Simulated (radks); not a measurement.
# Cs in [Kr] 4d10 5s2 5p5.5 6s1 5d0.5: an all-electron calculation

One table from this session's results is given with a row withheld; the runs are named, their logs left out.

The numbers are computed with radks (a radial shooting solver on a logarithmic mesh, Libxc functionals) version 1 (scalar-relativistic Kohn-Sham, SCAN, spin-unpolarised, spherical densities, finite nucleus), except any that are marked as measured or tabulated.

## The system

| Property | Result |
| --- | --- |
| element | caesium (Z = 55) |
| charge | 0 |
| electrons | 55 |
| configuration | [Kr] 4d10 5s2 5p5.5 6s1 5d0.5 |
| nuclear rms radius | 4.8041 fm |

The first run:

The run's settings:

```text
Z 55
configuration [Kr] 4d10 5s2 5p5.5 6s1 5d0.5
relativity scalar-relativistic
functional scan,scan
spin unpolarised
nucleus finite rms 4.8041 fm
c 137.035999084
```

One of the session's tables, all rows but one given; the rest of the session is left out.

It belongs to the step «Orbitals and density». From the orbitals of this run (lengths in bohr):

| level | <r> | outermost maximum (interpolated) | 90 % within | nodes |
| --- | --- | --- | --- | --- |
| 1s | 0.02611 | 0.0168 | 0.0470 | 0 |
| 2s | 0.1121 | 0.0948 | 0.173 | 1 |
| 2p | 0.09821 | 0.0762 | 0.160 | 0 |
| 3s | 0.2983 | 0.272 | 0.438 | 2 |
| 3p | ? | ? | ? | ? |
| 3d | 0.2736 | 0.221 | 0.429 | 0 |
| 4s | 0.6951 | 0.643 | 0.999 | 3 |
| 4p | 0.7395 | 0.673 | 1.08 | 2 |
| 4d | 0.8369 | 0.720 | 1.27 | 1 |
| 5s | 1.737 | 1.54 | 2.51 | 4 |
| 5p | 2.052 | 1.76 | 3.02 | 3 |
| 6s | 5.535 | 4.79 | 8.11 | 5 |
| 5d | 4.842 | 2.90 | 8.24 | 2 |

Estimate the missing values for 3p.

As computed: <r>: 0.2966; outermost maximum (interpolated): 0.266; 90 % within: 0.445; nodes: 1. In the column «<r>» it lies between 3d (0.2736) and 3s (0.2983).
